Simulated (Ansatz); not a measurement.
**CH3ClO2Si: small, medium and large basis sets**

One table from this session's results is given with a row withheld; the runs are named, their logs left out.

Method: one geometry, several basis sets; program: Ansatz 0.2.0, Gaussian basis.

Plan: PBE0-D4/def2-SVP; ωB97M-V/def2-SVP; PBE0-D4/def2-QZVPP; ωB97M-V/def2-QZVPP; the functionals' def2-TZVPP values are taken from earlier runs.

## Structure used throughout

The geometry comes from an earlier relaxation with PBE0-D4 in a triple-zeta def2 set; it is a stationary point, not always the lowest conformer.

SMILES `ClC1O[SiH2]O1`, 8 atoms, charge 0, spin multiplicity 1.

Atoms are counted from 1 here; the program's logs count them from 0.

Bond lengths: Cl1–C2 1.787 Å, C2–O3 1.403 Å, C2–O5 1.403 Å, C2–H6 1.090 Å, O3–Si4 1.674 Å, Si4–O5 1.674 Å, Si4–H7 1.478 Å, Si4–H8 1.479 Å. Angles: Cl1–C2–O3 111.5°, Cl1–C2–O5 111.5°, Cl1–C2–H6 106.1°, O3–C2–O5 102.3°, O3–C2–H6 112.7°, O5–C2–H6 112.7°, C2–O3–Si4 88.1°, O3–Si4–O5 81.5°, O3–Si4–H7 114.7°, O3–Si4–H8 116.0°, O5–Si4–H7 114.7°, O5–Si4–H8 116.0°, H7–Si4–H8 111.1°, C2–O5–Si4 88.1°.

Set-up of the first run:

in.yaml reads:

```yaml
crystal:
  periodic: [false, false, false]
  atoms:
    - {symbol: Cl, position_ang: [-2.195871, 0.509656, 0.974368]}
    - {symbol: C, position_ang: [-0.524188, 0.766622, 0.397635]}
    - {symbol: O, position_ang: [0.378461, -0.100723, 1.032016]}
    - {symbol: Si, position_ang: [0.716137, -0.757858, -0.470624]}
    - {symbol: O, position_ang: [-0.384373, 0.408684, -0.952118]}
    - {symbol: H, position_ang: [-0.298604, 1.817288, 0.580653]}
    - {symbol: H, position_ang: [2.098741, -0.537850, -0.945701]}
    - {symbol: H, position_ang: [0.301897, -2.163018, -0.672126]}
basis:
  gaussian: {orbitals: def2-SVP}
hamiltonian: {xc: pbe0, dispersion: d4}
output: {orbitals: {seedname: orbitals}}
```

Steps of the session up to this table: PBE0-D4 in def2-SVP; ωB97M-V in def2-SVP; PBE0-D4 in def2-QZVPP; ωB97M-V in def2-QZVPP.

One of the session's tables, all rows but one given; the rest of the session is left out.

It belongs to the step «Density functionals: the series». 

| functional | basis | HOMO (eV) |
| --- | --- | --- |
| PBE0-D4 | def2-SVP | ? |
| PBE0-D4 | def2-TZVPP | -8.79 |
| PBE0-D4 | def2-QZVPP | -8.82 |
| ωB97M-V | def2-SVP | -10.89 |
| ωB97M-V | def2-TZVPP | -11.04 |
| ωB97M-V | def2-QZVPP | -11.09 |

Estimate the missing values for PBE0-D4, def2-SVP.

The run gave: HOMO (eV): -8.66. In the column «HOMO (eV)» it is the highest.
